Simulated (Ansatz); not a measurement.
**Lu: strong compression**

How does Lu (bcc type) answer strong compression, and how long do frozen cores keep up with all electrons? Methods of the runs shown: LAPW and crystal datasets. Companion runs by PAW are cited. Its runs: the reference run (LAPW); volume scaled by 1 (crystal datasets); volume scaled by 0.88 (LAPW and crystal datasets); volume scaled by 0.78 (LAPW); volume scaled by 0.68 (LAPW); volume scaled by 0.58 (LAPW); volume scaled by 0.5 (LAPW and crystal datasets); volume scaled by 0.43 (LAPW and crystal datasets).

This is Lu in the bcc structure; at room conditions it is hcp.

Program: Ansatz 0.2.0. Level of theory: DFT LDA, with the methods named in each step. These are calculated values, not measurements.

2 further runs of the same task are left out: 2 that didn't finish. Runs told in other sessions of the task aren't counted.

## 1. The system as given

The structure is cubic, space group Im-3m (No. 229). Conventional cell: a = 3.744 Å, b = 3.744 Å, c = 3.744 Å, α = 90.00°, β = 90.00°, γ = 90.00°. Around Lu (site symmetry m-3m) lie 8 Lu at 3.24 Å.

Structure file:

```cif
data_structure
_symmetry_space_group_name_H-M 'Im-3m'
_symmetry_Int_Tables_number 229
_cell_length_a 3.7439
_cell_length_b 3.7439
_cell_length_c 3.7439
_cell_angle_alpha 90.000
_cell_angle_beta 90.000
_cell_angle_gamma 90.000
_cell_volume 52.48
loop_
_atom_site_label
_atom_site_type_symbol
_atom_site_symmetry_multiplicity
_atom_site_Wyckoff_symbol
_atom_site_fract_x
_atom_site_fract_y
_atom_site_fract_z
_atom_site_occupancy
Lu1 Lu 2 a 0.00000 0.00000 0.00000 1
```

The file gives the conventional cell by its symmetry; the runs use the cell typed in the input.

Whether this phase is the stable one at these pressures isn't tested.

## 2. The reference volume, LAPW

input.yaml

```yaml
crystal:
  lattice:
    - [-1.8719718041, 1.8719718041, 1.8719718041]
    - [1.8719718041, -1.8719718041, 1.8719718041]
    - [1.8719718041, 1.8719718041, -1.8719718041]
  atoms:
    - { symbol: Lu, position: [0.0, 0.0, 0.0] }
kpoints:
  mp_grid: { grid: [14, 14, 14] }
  band_path:
    path:
      - [0.0, 0.0, 0.0]
      - [0.5, -0.5, 0.5]
      - [0.0, 0.0, 0.5]
      - [0.0, 0.0, 0.0]
      - [0.25, 0.25, 0.25]
      - [0.5, -0.5, 0.5]
      - [0.25, 0.25, 0.25]
      - [0.0, 0.0, 0.5]
    npoints: 14
scf:
  occupations: { method: fermi_dirac, width: 0.1 }
hamiltonian:
  xc: lda
  pseudopotentials: { kind: all_electron, lapw: { basis_error: 0.001 } }
output:
  forces: true
  stress: true
  eigenvalues: true
  populations: true
  dos: { projected: true, de: 0.2, e_range: [-14, 8] }
```

Launch:

```console
$ ansatz run input.yaml --threads 1 --pin off --max-ram 2048MiB --backend cpu --events-out ev --progress --plain --runs-dir out
```

## 3. Volume scaled by 1, crystal datasets

input.yaml

```yaml
crystal:
  lattice:
    - [-1.8719718041, 1.8719718041, 1.8719718041]
    - [1.8719718041, -1.8719718041, 1.8719718041]
    - [1.8719718041, 1.8719718041, -1.8719718041]
  atoms:
    - { symbol: Lu, position: [0.0, 0.0, 0.0] }
kpoints:
  mp_grid: { grid: [14, 14, 14] }
scf:
  occupations: { method: fermi_dirac, width: 0.1 }
hamiltonian:
  xc: lda
  pseudopotentials: { kind: all_electron, datasets: crystal }
output:
  forces: true
  stress: true
  eigenvalues: true
```

## 4. Volume scaled by 0.88, LAPW

input.yaml

```yaml
crystal:
  lattice:
    - [-1.7938805748, 1.7938805748, 1.7938805748]
    - [1.7938805748, -1.7938805748, 1.7938805748]
    - [1.7938805748, 1.7938805748, -1.7938805748]
  atoms:
    - { symbol: Lu, position: [0.0, 0.0, 0.0] }
kpoints:
  mp_grid: { grid: [14, 14, 14] }
scf:
  occupations: { method: fermi_dirac, width: 0.1 }
hamiltonian:
  xc: lda
  pseudopotentials: { kind: all_electron, lapw: { basis_error: 0.001 } }
output:
  forces: true
  stress: true
  eigenvalues: true
  populations: true
```

## 5. Volume scaled by 0.88, crystal datasets

input.yaml, as its differences from that of step 4:

```diff
@@ -13,3 +13,3 @@
   xc: lda
-  pseudopotentials: { kind: all_electron, lapw: { basis_error: 0.001 } }
+  pseudopotentials: { kind: all_electron, datasets: crystal }
 output:
@@ -18,2 +18 @@
   eigenvalues: true
-  populations: true
```

## 6. Volume scaled by 0.78, LAPW

input.yaml

```yaml
crystal:
  lattice:
    - [-1.7231807615, 1.7231807615, 1.7231807615]
    - [1.7231807615, -1.7231807615, 1.7231807615]
    - [1.7231807615, 1.7231807615, -1.7231807615]
  atoms:
    - { symbol: Lu, position: [0.0, 0.0, 0.0] }
kpoints:
  mp_grid: { grid: [14, 14, 14] }
scf:
  occupations: { method: fermi_dirac, width: 0.1 }
hamiltonian:
  xc: lda
  pseudopotentials: { kind: all_electron, lapw: { basis_error: 0.001 } }
output:
  forces: true
  stress: true
  eigenvalues: true
  populations: true
```

## 7. Volume scaled by 0.68, LAPW

input.yaml, as its differences from that of step 6:

```diff
@@ -2,5 +2,5 @@
   lattice:
-    - [-1.7231807615, 1.7231807615, 1.7231807615]
-    - [1.7231807615, -1.7231807615, 1.7231807615]
-    - [1.7231807615, 1.7231807615, -1.7231807615]
+    - [-1.6461482348, 1.6461482348, 1.6461482348]
+    - [1.6461482348, -1.6461482348, 1.6461482348]
+    - [1.6461482348, 1.6461482348, -1.6461482348]
   atoms:
```

## 8. Volume scaled by 0.58, LAPW

input.yaml

```yaml
crystal:
  lattice:
    - [-1.5611404173, 1.5611404173, 1.5611404173]
    - [1.5611404173, -1.5611404173, 1.5611404173]
    - [1.5611404173, 1.5611404173, -1.5611404173]
  atoms:
    - { symbol: Lu, position: [0.0, 0.0, 0.0] }
kpoints:
  mp_grid: { grid: [14, 14, 14] }
  band_path:
    path:
      - [0.0, 0.0, 0.0]
      - [0.5, -0.5, 0.5]
      - [0.0, 0.0, 0.5]
      - [0.0, 0.0, 0.0]
      - [0.25, 0.25, 0.25]
      - [0.5, -0.5, 0.5]
      - [0.25, 0.25, 0.25]
      - [0.0, 0.0, 0.5]
    npoints: 8
scf:
  occupations: { method: fermi_dirac, width: 0.1 }
hamiltonian:
  xc: lda
  pseudopotentials: { kind: all_electron, lapw: { basis_error: 0.001 } }
output:
  forces: true
  stress: true
  eigenvalues: true
  populations: true
  dos: { projected: true, de: 0.2, e_range: [-14, 8] }
```

## 9. Volume scaled by 0.5, LAPW

input.yaml

```yaml
crystal:
  lattice:
    - [-1.4857850056, 1.4857850056, 1.4857850056]
    - [1.4857850056, -1.4857850056, 1.4857850056]
    - [1.4857850056, 1.4857850056, -1.4857850056]
  atoms:
    - { symbol: Lu, position: [0.0, 0.0, 0.0] }
kpoints:
  mp_grid: { grid: [14, 14, 14] }
scf:
  occupations: { method: fermi_dirac, width: 0.1 }
hamiltonian:
  xc: lda
  pseudopotentials: { kind: all_electron, lapw: { basis_error: 0.001 } }
output:
  forces: true
  stress: true
  eigenvalues: true
  populations: true
```

## 10. Volume scaled by 0.5, crystal datasets

input.yaml, as its differences from that of step 9:

```diff
@@ -13,3 +13,3 @@
   xc: lda
-  pseudopotentials: { kind: all_electron, lapw: { basis_error: 0.001 } }
+  pseudopotentials: { kind: all_electron, datasets: crystal }
 output:
@@ -18,2 +18 @@
   eigenvalues: true
-  populations: true
```

## 11. Volume scaled by 0.43, LAPW

input.yaml

```yaml
crystal:
  lattice:
    - [-1.4129347994, 1.4129347994, 1.4129347994]
    - [1.4129347994, -1.4129347994, 1.4129347994]
    - [1.4129347994, 1.4129347994, -1.4129347994]
  atoms:
    - { symbol: Lu, position: [0.0, 0.0, 0.0] }
kpoints:
  mp_grid: { grid: [14, 14, 14] }
  band_path:
    path:
      - [0.0, 0.0, 0.0]
      - [0.5, -0.5, 0.5]
      - [0.0, 0.0, 0.5]
      - [0.0, 0.0, 0.0]
      - [0.25, 0.25, 0.25]
      - [0.5, -0.5, 0.5]
      - [0.25, 0.25, 0.25]
      - [0.0, 0.0, 0.5]
    npoints: 8
scf:
  occupations: { method: fermi_dirac, width: 0.1 }
hamiltonian:
  xc: lda
  pseudopotentials: { kind: all_electron, lapw: { basis_error: 0.001 } }
output:
  forces: true
  stress: true
  eigenvalues: true
  populations: true
  dos: { projected: true, de: 0.2, e_range: [-14, 8] }
```

## 12. Volume scaled by 0.43, crystal datasets

input.yaml

```yaml
crystal:
  lattice:
    - [-1.4129347994, 1.4129347994, 1.4129347994]
    - [1.4129347994, -1.4129347994, 1.4129347994]
    - [1.4129347994, 1.4129347994, -1.4129347994]
  atoms:
    - { symbol: Lu, position: [0.0, 0.0, 0.0] }
kpoints:
  mp_grid: { grid: [14, 14, 14] }
scf:
  occupations: { method: fermi_dirac, width: 0.1 }
hamiltonian:
  xc: lda
  pseudopotentials: { kind: all_electron, datasets: crystal }
output:
  forces: true
  stress: true
  eigenvalues: true
```

(Steps that only read results are left out.)

Before running it: what results should come out? Wanted: LAPW pressure at 0.43 of the volume; PAW pressure at 0.43 of the volume; crystal datasets pressure at 0.43 of the volume; fitted bulk modulus at zero pressure.

The runs gave:

| quantity | value |
| --- | --- |
| LAPW pressure at 0.43 of the volume | 188.5 GPa |
| PAW pressure at 0.43 of the volume | 188.1 GPa |
| crystal datasets pressure at 0.43 of the volume | 188.5 GPa |
| fitted bulk modulus at zero pressure (LAPW) | 42 GPa |
| its pressure derivative | 3.88 |

In words: By LAPW the pressure climbs to 189 GPa at 0.43 of the first volume. A third-order Birch-Murnaghan curve fits the range only roughly (B₀ = 42 GPa, B′ = 3.88, misfit at most 1.48 GPa). A fit over so wide a range leans to the high pressures, so B₀ can be off by several per cent. Where LAPW's pressure is over 3 GPa, PAW's departs from it by at most 0.3 %, at 0.43 of the volume. The ions are at rest, and the electrons smeared by 0.1 eV. Spin-orbit coupling is left out, though the cell holds Lu; in elements this heavy it can shift bands and gaps by tenths of an eV.
